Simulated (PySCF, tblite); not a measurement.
# C₆H₉PSi: geometry, infrared bands and NMR shifts

What infrared bands and NMR shifts should C₆H₉PSi (`C#CP1CC=C([SiH3])C1`) show?

The runs use tblite 0.8.0 and PySCF 2.14.0, with density-fitted response routines of our own; the level of theory stands in each step. All values are computed, except where a source is named. Atoms are numbered from 0 throughout.

## (1) Starting geometry

17 atoms, charge 0, multiplicity 1; geometry from: force field or distance geometry start.

Bonds of the start (Å): C0–C1 1.20, C1–P2 1.79, P2–C3 1.91, C3–C4 1.48, C4–C5 1.28, C5–Si6 1.89, C5–C7 1.48, C7–P2 1.86, C0–H8 1.06, C3–H9 1.10, C3–H10 1.10, C4–H11 1.13, Si6–H12 1.44, Si6–H13 1.46, Si6–H14 1.46, C7–H15 1.12, C7–H16 1.11.

## (2) Relaxing the molecule with GFN2-xTB

Job settings and geometry (Å):

```
{"job": {"kind": "relax", "xc": "GFN2-xTB", "basis": "xTB"}, "charge": 0, "multiplicity": 1}
C      4.105000    -0.218600     0.091400
C      2.992900     0.010000     0.490500
P      1.348700     0.321300     1.126100
C      0.486600     1.682000     0.108900
C     -0.880900     1.119800     0.129300
C     -1.049100    -0.129300     0.339200
Si    -2.766600    -0.907200     0.360100
C      0.139600    -0.979500     0.583800
H      5.080600    -0.426800    -0.278700
H      0.574700     2.644000     0.634200
H      0.890200     1.716600    -0.916600
H     -1.749100     1.811900    -0.067100
H     -3.657000    -0.249200    -0.565300
H     -3.323800    -0.913200     1.705300
H     -2.598600    -2.288800    -0.092600
H     -0.027600    -1.745400     1.379000
H      0.427400    -1.435300    -0.388000
```

On the command line:

```
OMP_NUM_THREADS=1 python probes_run.py task.json out
```

This one command runs all jobs of the session in turn.

The program printed:

```text
step      E/eV     max force
  0    -586.54653    4.210
  1    -586.68472    3.042
  2    -586.81324    1.665
  3    -586.81671    2.931
  4    -586.91765    0.661
  5    -586.94678    0.696
  6    -586.97155    0.392
  7    -586.98650    0.362
  8    -587.00810    0.303
  9    -587.02200    0.278
 10    -587.03205    0.295
 11    -587.03733    0.250
 12    -587.04020    0.135
 13    -587.04220    0.131
 14    -587.04469    0.145
 15    -587.04813    0.162
 16    -587.05201    0.169
 17    -587.05551    0.139
 18    -587.05873    0.148
 19    -587.06248    0.171
 20    -587.06687    0.197
 21    -587.07052    0.161
 22    -587.07309    0.115
 23    -587.07529    0.121
 24    -587.07733    0.140
 25    -587.07929    0.115
 26    -587.08111    0.117
 27    -587.08268    0.113
 28    -587.08393    0.090
 29    -587.08472    0.068
 30    -587.08525    0.110
 31    -587.08570    0.059
 32    -587.08644    0.064
 33    -587.08715    0.104
 34    -587.08817    0.164
 35    -587.08922    0.164
 36    -587.09033    0.108
 37    -587.09144    0.077
 38    -587.09263    0.104
 39    -587.09386    0.144
 40    -587.09533    0.158
 41    -587.09746    0.143
 42    -587.10077    0.135
 43    -587.10544    0.171
 44    -587.11068    0.202
 45    -587.11579    0.181
 46    -587.12067    0.243
 47    -587.12578    0.264
 48    -587.13075    0.363
 49    -587.13838    0.323
 50    -587.14782    0.632
 51    -587.15362    0.434
 52    -587.15990    0.409
 53    -587.16739    0.193
 54    -587.17020    0.378
 55    -587.17596    0.194
 56    -587.17841    0.128
 57    -587.18147    0.177
 58    -587.18352    0.104
 59    -587.18720    0.095
 60    -587.19131    0.102
 61    -587.19356    0.169
 62    -587.19510    0.184
 63    -587.19762    0.170
 64    -587.20016    0.176
 65    -587.20204    0.172
 66    -587.20350    0.087
 67    -587.20494    0.109
 68    -587.20609    0.113
 69    -587.20717    0.094
 70    -587.20849    0.086
 71    -587.20993    0.093
 72    -587.21165    0.142
 73    -587.21277    0.113
 74    -587.21404    0.143
 75    -587.21501    0.100
 76    -587.21733    0.102
 77    -587.21900    0.111
 78    -587.22128    0.130
 79    -587.22300    0.102
 80    -587.22498    0.125
 81    -587.22712    0.141
 82    -587.22949    0.154
 83    -587.23162    0.118
 84    -587.23334    0.132
 85    -587.23476    0.100
 86    -587.23577    0.057
 87    -587.23642    0.065
 88    -587.23693    0.057
 89    -587.23739    0.074
 90    -587.23779    0.053
 91    -587.23810    0.069
 92    -587.23838    0.069
 93    -587.23873    0.057
 94    -587.23912    0.043
 95    -587.23947    0.047
 96    -587.23976    0.041
 97    -587.24001    0.050
 98    -587.24026    0.041
 99    -587.24049    0.042
100    -587.24071    0.037
101    -587.24093    0.032
102    -587.24121    0.033
103    -587.24156    0.031
104    -587.24189    0.036
105    -587.24214    0.039
106    -587.24236    0.045
107    -587.24256    0.057
108    -587.24275    0.054
109    -587.24292    0.068
110    -587.24305    0.052
111    -587.24315    0.039
112    -587.24323    0.019
113    -587.24329    0.014
114    -587.24335    0.017
115    -587.24342    0.016
116    -587.24349    0.017
117    -587.24357    0.016
118    -587.24365    0.019
119    -587.24373    0.021
120    -587.24381    0.021
121    -587.24391    0.025
122    -587.24403    0.034
123    -587.24419    0.043
124    -587.24437    0.039
125    -587.24453    0.034
126    -587.24464    0.025
127    -587.24471    0.040
128    -587.24477    0.031
129    -587.24486    0.044
130    -587.24501    0.055
131    -587.24529    0.077
132    -587.24571    0.092
133    -587.24620    0.099
134    -587.24663    0.069
135    -587.24697    0.074
136    -587.24714    0.071
137    -587.24760    0.049
138    -587.24815    0.037
139    -587.24883    0.061
140    -587.24917    0.071
141    -587.24945    0.048
142    -587.24969    0.028
143    -587.24975    0.016
144    -587.24983    0.024
145    -587.24989    0.023
146    -587.24998    0.023
147    -587.25008    0.026
148    -587.25018    0.019
149    -587.25024    0.022
150    -587.25027    0.015
151    -587.25030    0.010
```

It took 2.7 s on 1 thread of Intel Xeon Platinum 8488C, shared host; peak memory 0.18 GiB.

Step by step: (not every step is listed)

| step | energy from step 0 (eV) | largest force (eV/Å) |
| --- | --- | --- |
| 0 | 0.0000 | 4.2103 |
| 1 | -0.1382 | 3.0419 |
| 2 | -0.2667 | 1.6655 |
| 3 | -0.2702 | 2.9306 |
| 4 | -0.3711 | 0.6615 |
| 5 | -0.4003 | 0.6958 |
| 6 | -0.4250 | 0.3919 |
| 7 | -0.4400 | 0.3619 |
| 8 | -0.4616 | 0.3033 |
| 21 | -0.5240 | 0.1612 |
| 34 | -0.5416 | 0.1640 |
| 47 | -0.5793 | 0.2643 |
| 60 | -0.6448 | 0.1016 |
| 73 | -0.6662 | 0.1132 |
| 86 | -0.6892 | 0.0571 |
| 99 | -0.6940 | 0.0425 |
| 112 | -0.6967 | 0.0193 |
| 125 | -0.6980 | 0.0337 |
| 138 | -0.7016 | 0.0371 |
| 146 | -0.7035 | 0.0227 |
| 147 | -0.7036 | 0.0258 |
| 148 | -0.7037 | 0.0194 |
| 149 | -0.7037 | 0.0216 |
| 150 | -0.7037 | 0.0149 |
| 151 | -0.7038 | 0.0103 |

Close pairs (by a distance rule), those that changed most:

| bond | before (Å) | after (Å) | change (Å) |
| --- | --- | --- | --- |
| C4–C5 | 1.278 | 1.328 | +0.050 |
| C4–H11 | 1.128 | 1.080 | -0.048 |
| P2–C3 | 1.905 | 1.872 | -0.033 |
| C5–C7 | 1.482 | 1.504 | +0.022 |
| C7–H15 | 1.117 | 1.096 | -0.021 |
| C1–P2 | 1.790 | 1.770 | -0.020 |
| Si6–H12 | 1.443 | 1.462 | +0.019 |
| C3–C4 | 1.479 | 1.498 | +0.019 |

The next job starts from the end point, and lists it.

## (3) Vibrational analysis with GFN2-xTB

Job settings and geometry (Å):

```
{"job": {"kind": "ir", "xc": "GFN2-xTB", "basis": "xTB"}, "charge": 0, "multiplicity": 1}
C      2.986556    -0.588918    -0.901525
C      2.361670    -0.131503     0.018497
P      1.602657     0.523328     1.477225
C      0.603793     1.850310     0.613614
C     -0.574175     1.147509     0.012437
C     -0.832985    -0.087944     0.424064
Si    -2.266568    -1.162069    -0.138183
C      0.118028    -0.617639     1.462230
H      3.493780    -0.985681    -1.732530
H      0.274056     2.594457     1.348445
H      1.212889     2.370367    -0.129579
H     -1.179360     1.671228    -0.712126
H     -3.067378    -0.421361    -1.111533
H     -3.079693    -1.504281     1.033105
H     -1.736592    -2.391971    -0.732779
H     -0.356579    -0.610207     2.449658
H      0.432903    -1.643595     1.258534
```

The program printed:

```text
mode    cm-1     km/mol
  1      50.1      0.11
  2      71.9      0.14
  3     116.5      0.16
  4     148.2      0.25
  5     188.5      0.50
  6     195.6      1.23
  7     302.9      0.36
  8     335.3      0.82
  9     376.0      0.48
 10     401.5      1.63
 11     528.6     20.84
 12     536.9     48.48
 13     557.3     79.00
 14     641.9     16.88
 15     651.9     15.15
 16     660.7     12.44
 17     696.7     13.44
 18     714.7     19.91
 19     767.8     10.87
 20     774.1    167.77
 21     781.0    353.69
 22     790.2    200.61
 23     810.4     69.39
 24     843.5     62.83
 25     865.4      7.12
 26    1014.5      3.90
 27    1060.5      6.64
 28    1079.5      9.83
 29    1099.2     13.20
 30    1186.4      3.31
 31    1207.6      2.03
 32    1245.7      7.44
 33    1427.5      4.53
 34    1434.7      1.92
 35    1672.6     70.00
 36    2193.0      2.78
 37    2239.1    356.10
 38    2250.0    219.04
 39    2275.3    310.67
 40    2907.9     23.63
 41    2918.7     28.16
 42    2959.6      7.93
 43    2963.6     21.32
 44    3074.7     47.35
 45    3363.9      0.01
```

Wall time 1.5 s (1 thread of Intel Xeon Platinum 8488C, shared host); peak memory 0.18 GiB.

Which atoms move in the most intense modes:

| cm⁻¹ | km/mol | atoms |
| --- | --- | --- |
| 557 | 79.0 | H13 32 %, H14 30 %, C5 13 % |
| 774 | 167.8 | H12 57 %, H14 25 %, H13 14 % |
| 781 | 353.7 | H13 31 %, H12 30 %, H14 18 % |
| 790 | 200.6 | H13 48 %, H14 46 % |
| 1673 | 70.0 | C5 50 %, C4 46 % |
| 2239 | 356.1 | H13 87 % |
| 2250 | 219.0 | H14 87 %, H13 10 % |
| 2275 | 310.7 | H12 97 % |

## (4) NMR shieldings: PBE0/pcSseg-1

Same as in step 3 but for these lines:

```diff
@@ -1,2 +1,2 @@
-{"job": {"kind": "ir", "xc": "GFN2-xTB", "basis": "xTB"}, "charge": 0, "multiplicity": 1}
+{"job": {"kind": "nmr", "xc": "PBE0", "basis": "pcSseg-1"}, "charge": 0, "multiplicity": 1}
 C      2.986556    -0.588918    -0.901525
```

With the program's defaults for keys left out, this is: GIAO PBE0/pcSseg-1 NMR shielding, non-relativistic, gas phase.

The program printed:

```text
coarse grid: 15344 points
cycle   1  E = -864.1112946861  dE =  9.855e-01  |g| = 4.522e-01  |ddm| = 3.968e+00
cycle   2  E = -864.0971572363  dE =  1.414e-02  |g| = 5.032e-01  |ddm| = 1.040e+00
cycle   3  E = -864.1625997899  dE = -6.544e-02  |g| = 9.472e-02  |ddm| = 6.015e-01
cycle   4  E = -864.1641345310  dE = -1.535e-03  |g| = 5.392e-02  |ddm| = 1.191e-01
cycle   5  E = -864.1648299079  dE = -6.954e-04  |g| = 1.507e-02  |ddm| = 5.268e-02
cycle   6  E = -864.1648857778  dE = -5.587e-05  |g| = 4.577e-03  |ddm| = 1.765e-02
cycle   7  E = -864.1648910001  dE = -5.222e-06  |g| = 1.516e-03  |ddm| = 6.037e-03
final grid: 139448 points
cycle   8  E = -864.2150460836  dE = -2.803e-05  |g| = 8.158e-03  |ddm| = 4.145e-02
cycle   9  E = -864.2150281735  dE =  1.791e-05  |g| = 1.163e-02  |ddm| = 1.931e-02
cycle  10  E = -864.2150631940  dE = -3.502e-05  |g| = 1.776e-03  |ddm| = 1.222e-02
cycle  11  E = -864.2150639610  dE = -7.670e-07  |g| = 4.588e-04  |ddm| = 1.806e-03
cycle  12  E = -864.2150640076  dE = -4.664e-08  |g| = 1.799e-04  |ddm| = 4.972e-04
cycle  13  E = -864.2150640152  dE = -7.638e-09  |g| = 5.882e-05  |ddm| = 2.029e-04
cycle  14  E = -864.2150640160  dE = -7.999e-10  |g| = 1.747e-05  |ddm| = 7.256e-05
converged SCF energy = -864.2150640160

GIAO shielding tensors (ppm)
atom      isotropic    diamagn.    paramagn.     s11        s22        s33       span
  0 C       88.792     262.481    -173.689     15.621     16.438    234.317    218.696
  1 C       94.221     268.378    -174.157     -8.576     -6.110    297.349    305.925
  2 P      370.210     962.769    -592.559    298.444    382.412    429.773    131.328
  3 C      142.837     252.701    -109.864    118.883    143.883    165.746     46.863
  4 C       34.517     252.693    -218.176    -74.217     50.779    126.990    201.207
  5 C       44.234     259.116    -214.882    -58.316     37.064    153.955    212.271
  6 Si     426.314     880.826    -454.512    392.731    417.816    468.394     75.663
  7 C      141.394     250.943    -109.549    116.660    139.627    167.895     51.235
  8 H       29.632      35.244      -5.612     24.479     25.022     39.395     14.916
  9 H       28.900      29.290      -0.390     24.169     26.653     35.878     11.709
 10 H       28.802      29.852      -1.050     25.059     26.882     34.466      9.407
 11 H       25.107      32.790      -7.683     22.227     25.433     27.660      5.433
 12 H       27.367      29.255      -1.888     23.487     26.190     32.423      8.937
 13 H       27.516      28.650      -1.134     24.176     25.725     32.649      8.473
 14 H       27.443      29.390      -1.946     24.048     26.147     32.135      8.087
 15 H       28.942      29.793      -0.851     23.862     27.717     35.249     11.388
 16 H       28.866      30.919      -2.054     24.839     28.322     33.437      8.599
```

Run time: 63 s. Hardware: 1 thread of Intel Xeon Platinum 8488C, shared host; peak memory 0.91 GiB.

The references, computed at this level on geometries of the same kind, shield at (ppm): 1H TMS 31.72, 13C TMS 186.9, 29Si TMS 349.2, 31P H3PO4 318.4. Their shielding less the atom's gives the shift. The references are single molecules in the gas phase, so shifts against H2O, NH3, PH3, H3PO4 or CFCl3 are not on the usual liquid scales and can be off by tens of ppm. Atoms listed in one row are averaged.

| atoms | environment | σ (ppm) | δ (ppm) | δ scaled to CDCl3 |
| --- | --- | --- | --- | --- |
| C4 | alkene CH | 34.5 | 152.4 | 146.8 |
| C5 | fully substituted alkene carbon | 44.2 | 142.7 | 137.4 |
| C0 | terminal alkyne carbon | 88.8 | 98.1 | 93.9 |
| C1 | alkyne carbon | 94.2 | 92.7 | 88.6 |
| C7 | allylic sp3 CH2 bonded to P | 141.4 | 45.5 | 42.5 |
| C3 | allylic sp3 CH2 bonded to P | 142.8 | 44.1 | 41.1 |
| H11 | hydrogen on an alkene CH | 25.11 | 6.61 | 6.34 |
| H12, H13, H14 | hydrogen on a silicon bonded to C | 27.44 | 4.27 | – |
| H9, H10 | hydrogen on an allylic sp3 CH2 bonded to P | 28.85 | 2.87 | 2.81 |
| H15, H16 | hydrogen on an allylic sp3 CH2 bonded to P | 28.90 | 2.81 | 2.76 |
| H8 | hydrogen on a terminal alkyne carbon | 29.63 | 2.08 | 2.07 |
| P2 | phosphorus bonded to 3 C, in a 5-membered ring | 370.2 | -51.8 | – |
| Si6 | silicon bonded to C, 3 H | 426.3 | -77.2 | – |

The scaled column applies a straight-line fit of computed shieldings to shifts measured in CDCl3 (root-mean-square error 0.16 ppm for H, 1.9 ppm for C).

The run also stored atomic charges by several schemes (e):

| atoms | Mulliken | IAO | Hirshfeld | ESP fit |
| --- | --- | --- | --- | --- |
| C0 | -0.36 | -0.22 | -0.10 | -0.58 |
| C1 | -0.01 | -0.27 | -0.11 | 0.28 |
| P2 | 0.47 | 0.54 | 0.18 | -0.37 |
| C3 | -0.36 | -0.44 | -0.11 | 0.28 |
| C4 | -0.07 | -0.13 | -0.04 | -0.32 |
| C5 | -0.42 | -0.27 | -0.10 | -0.19 |
| Si6 | 0.57 | 0.60 | 0.31 | 0.24 |
| C7 | -0.35 | -0.44 | -0.11 | 0.33 |

Mayer bond orders: C0–C1 2.61, C1–P2 0.85, P2–C3 0.99, C3–C4 1.01, C4–C5 1.89, C5–Si6 0.88, C5–C7 1.00, C7–P2 0.98.

Ring of atoms P2, C3, C4, C5, C7: NICS(0) -2.7, NICS(1) -3.8, NICS(1)zz -5.3 ppm (means of both faces).

## (5) Results

| quantity | value |
| --- | --- |
| strongest single infrared mode (GFN2-xTB) | 2239 cm⁻¹, 356 km/mol |
| zero-point energy (GFN2-xTB) | 74.9 kcal/mol |
| 13C shifts against TMS (PBE0/pcSseg-1) | 152.4, 142.7, 98.1, 92.7, 45.5, 44.1 ppm |
| 1H shifts against TMS (PBE0/pcSseg-1, means over atoms taken as alike) | 6.61, 4.27, 2.87, 2.81, 2.08 ppm |
| 31P shifts against H3PO4 (PBE0/pcSseg-1) | -51.8 ppm |
| 29Si shifts against TMS (PBE0/pcSseg-1) | -77.2 ppm |

Over 151 steps the energy fell by 0.704 eV; of the close pairs, C4–C5 changed most, 1.278 to 1.328 Å. No mode is imaginary among the 45: a minimum at this level. The strongest single mode, at 2239 cm⁻¹, moves mainly H13. GFN2-xTB is a fitted tight-binding method: band positions and strengths are rough. Its intensities can rank the bands wrongly. H11 (hydrogen on an alkene CH) lies farthest downfield among hydrogen, at 6.61 ppm; attached to an sp2 carbon and in the plane of the double bond. At PBE0/pcSseg-1: Shielding is most anisotropic at C1 (span 306 ppm, paramagnetic term -174 ppm).
